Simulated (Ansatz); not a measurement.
HfRh₃, space group Pm-3m: an equation of state with a fit, run with Ansatz 0.2.0 through its Python package.

`hfrh3.py`
```python
import ansatz
import numpy as np
from pymatgen.analysis.eos import EOS

VECTORS = np.array([
    [3.911, 0.0, 0.0],
    [0.0, 3.911, 0.0],
    [0.0, 0.0, 3.911],
])
SITES = [
    ('Hf', [0.0, 0.0, 0.0]),
    ('Rh', [0.0, 0.5, 0.5]),
    ('Rh', [0.5, 0.0, 0.5]),
    ('Rh', [0.5, 0.5, 0.0]),
]


def crystal_on(cell):
    crystal = ansatz.Crystal(lattice=ansatz.Lattice.of(cell))
    for symbol, position in SITES:
        crystal = crystal.atom(symbol, position)
    return crystal

volumes, energies, pressures = [], [], []
for scale in np.linspace(0.88, 1.12, 7):
    cell = VECTORS * scale ** (1 / 3)
    calc = crystal_on(cell).calculation()
    calc = calc.scf(tolerance=1e-07)
    calc = calc.functional(ansatz.Functional.R2SCAN)
    calc = calc.occupations('cold', width=0.15)
    calc = calc.basis(37 * ansatz.Ry).kpoints(6, 6, 6)
    calc = calc.stress()
    report = calc.run().report
    volumes.append(abs(np.linalg.det(cell)) / len(SITES))
    energies.append(report['free_energy_ev'] / len(SITES))
    pressures.append(np.trace(report['stress_gpa']) / 3)
    print(f'V = {volumes[-1]:8.4f} A^3/atom  F = {energies[-1]:.5f} eV/atom  P = {pressures[-1]:8.3f} GPa')

for form in ['birch_murnaghan']:
    fit = EOS(eos_name=form).fit(volumes, energies)
    print(f'{form:18s} V0 {fit.v0:8.4f} A^3/atom  B0 {fit.b0_GPa:7.1f} GPa  B1 {fit.b1:5.2f}')
```

Estimate the equilibrium volume and the bulk modulus.

A third-order Birch-Murnaghan fit through the 7 points has its minimum at 15.01 Å³ an atom, 0.4 % above the typed cell, with a bulk modulus of 238 GPa and dB/dP = 4.7. From that minimum the energy rises by 216.6 meV an atom on the compressed side and 121.5 meV on the expanded side.

What the script printed:

```console
$ python hfrh3.py
DeckWarning: output.stress: scf.convergence.dr2_threshold = 1e-7 eV (the SCF's general default) is looser than the 4e-10 eV advised for a printed stress (1e-10 eV for each atom of the cell: 4). What [...]
V =  13.1609 A^3/atom  F = -8745.27688 eV/atom  P =   42.495 GPa
V =  13.7591 A^3/atom  F = -8745.40235 eV/atom  P =   25.368 GPa
V =  14.3574 A^3/atom  F = -8745.47065 eV/atom  P =   11.730 GPa
V =  14.9556 A^3/atom  F = -8745.49338 eV/atom  P =    0.862 GPa
V =  15.5538 A^3/atom  F = -8745.47984 eV/atom  P =   -7.793 GPa
V =  16.1520 A^3/atom  F = -8745.43739 eV/atom  P =  -14.678 GPa
V =  16.7503 A^3/atom  F = -8745.37199 eV/atom  P =  -20.141 GPa
birch_murnaghan    V0  15.0098 A^3/atom  B0   237.6 GPa  B1  4.69
```
(Warnings from the package without file and line, shortened.)

Absolute energies stand on the zero of these potentials, so only differences at equal settings mean something. The run is spin-unpolarised. For a metal this k-point mesh is coarse: on a finer one energies can move by several to tens of meV an atom and pressures by half a GPa or more, differences at one mesh by less. Pressure is positive in compression. Spin-orbit coupling, which matters for elements this heavy, is left out. The structure is a deposited one; some such entries were measured under pressure or heat, so a shift against it needn't be the functional's error alone. Run time: 68 s on 1 thread of Arm Neoverse V1, with other jobs on the host, peak memory 0.65 GiB.
